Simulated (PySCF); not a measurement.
**DyS: from the state search to spectroscopic constants**

What are the lowest state that PBE0 finds, the bond length, vibrational wavenumber and bond energy of DyS, and how much do these hang on the method?

Computed with PySCF 2.14.0. Level: Dy x2c-SVPall, S x2c-SVPall, spin-free X2C with a Gaussian nucleus.

### 1 Input

The job is set up so:

- atoms: Dy, S
- charge: 0
- basis: Dy x2c-SVPall, S x2c-SVPall
- Hamiltonian: spin-free X2C with a Gaussian nucleus
- basis functions: 103
- electrons treated: 82
- masses in u: 163.9292, 31.9721
- levels: PBE0, PBE, r²SCAN, B97-3, BLYP, HF, MP2, SCS-MP2
- grid: 80 radial by 434 angular points
- occupations: held fixed by the projection of orbital angular momentum
- dissociation limit: Dy + S, each in its ground configuration
- starting distance in angstrom: 2.286
- values of 2S to try: 2, 4, 6

On the command line:

```sh
$ OMP_NUM_THREADS=2 python dia.py task.json out
```

The runs that follow: PBE0 along the bond; Excited determinants; PBE (GGA); r²SCAN (meta-GGA); B97-3; BLYP (GGA); UHF.

What does the calculation give? Wanted: for each run, Re; ωe; De; μ.

The runs gave:

Lowest PBE0 solution found, without spin–orbit coupling: septet, unpaired electrons σ ↑↑, π ↑↑, δ ↑, φ ↑, about 9.1 electrons in the 4f shell (Mulliken). The other levels ran on it alone.

```
      level  Re (Å)  ωe (cm⁻¹)  De (eV)  μ (D)
    UHF-MP2   2.262        491     4.40    n/a
UHF-SCS-MP2   2.274        488     4.23    n/a
        PBE   2.327        382     4.21  -5.33
       BLYP   2.360        355     3.80  -5.29
       PBE0   2.276        473     4.24  -6.23
      B97-3   2.295        460     3.97  -6.13
```

De is counted to Dy + S in their ground configurations. A positive dipole means Dy(−)S(+). No constants: UHF (the points don't follow one smooth fit); r²SCAN (the points don't follow one smooth fit).

What this shows: Bond lengths run from 2.262 Å (UHF-MP2) to 2.360 Å (BLYP). Of the levels with a De here, BLYP gives the least (3.80 eV) and UHF-MP2 the most (4.40 eV).

Correlated steps freeze 23 core orbitals. Spin–orbit coupling is left out, which matters for elements this heavy, above all for dissociation energies. With d or f electrons several states lie close, and the lowest PBE0 determinant need not be the measured ground state. At some levels the lowest empty orbital lies below the highest filled one (the two can be of opposite spin). With spin–orbit coupling the term label itself may not hold.
